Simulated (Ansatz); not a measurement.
MgVCl2O:

```
V Cl Mg O
1.0
     6.62034   -1.96158    0.00000
     6.62034    1.96158    0.00000
    -1.39572    0.00000    4.08633
V Cl Mg O
1 2 1 1
Direct
  0.00143 0.00143 0.97846
  0.63023 0.63023 0.11155
  0.36778 0.36778 0.84648
  0.49092 0.49092 0.46643
  0.99610 0.99610 0.47359
```

The cell comes from a database or a generator and needn't be the stable form of this composition.

Base run:

```yaml
Program: Ansatz 0.2.0
Functional: PBE
Potentials_or_basis: Ansatz PAW
Cutoff: "420 eV (not typed: the program's choice for these potentials)"
k_mesh: 7 × 7 × 7
Occupations: fermi-dirac, width 0.05 eV
Spin: no spin polarisation
```

Its results: band gap on the k mesh none (metal or under the smearing width); pressure -4.6 GPa; largest force 0.386 eV/Å.

Q: The run is repeated on the same cell with these changes: spin from no spin polarisation to collinear spin, random start. What comes out?

A: Band gap on the k mesh 0.52 eV, indirect (least direct gap 0.65 eV); pressure -1.8 GPa; net moment -3.00 μB per cell; site moments V -2.18; Cl -0.00; Mg -0.00; O -0.05 μB; largest force 0.304 eV/Å.

Caveats: an odd number of electrons without spin polarisation forces a metal (some runs); a magnetic or distorted state may lie lower (some runs); semilocal functionals often make such compounds metallic where correlation or magnetic order opens a gap, which also shifts bond lengths (some runs); odd divisions of the mesh miss points on the zone boundary, where band edges often lie, so the gap on the mesh can be too wide (some runs).

A k mesh can miss the band edges.
